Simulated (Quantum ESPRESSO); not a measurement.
The system is TiH4.

```
CELL_PARAMETERS angstrom
1.70981 -2.78907 0.00000
1.70981 2.78907 0.00000
0.00000 0.00000 3.34515
ATOMIC_POSITIONS crystal
Ti 0.50000 0.50000 0.50000
H 0.83935 0.16065 0.50000
H 0.27607 0.27607 0.00000
H 0.72393 0.72393 0.00000
H 0.16065 0.83935 0.50000
```

The cell was built by a generator and needn't be a form met in nature.

Base run:

* Program: Quantum ESPRESSO 7.5
* Functional: PBE
* Potentials or basis: SSSP 1.3 efficiency PBE
* Cutoff: 816 eV
* Density cutoff: 6531 eV
* k mesh: 9 × 9 × 8
* Occupations: fermi-dirac, width 0.05 eV
* Spin: no spin polarisation
* Hubbard terms: Ti d U = 6 eV

Its results: band gap on the k mesh none (metal or under the smearing width); pressure 10.9 GPa; largest force 0.095 eV/Å.

Q: The run is repeated on the same cell with these changes: hubbard terms from Ti d U = 6 eV to Ti d U = 2 eV. What comes out?

A: Band gap on the k mesh none (metal or under the smearing width); pressure 2.2 GPa; largest force 0.039 eV/Å.

Caveats: U without spin polarisation on a metal has little footing; the U is typed as a test and isn't derived for this compound.
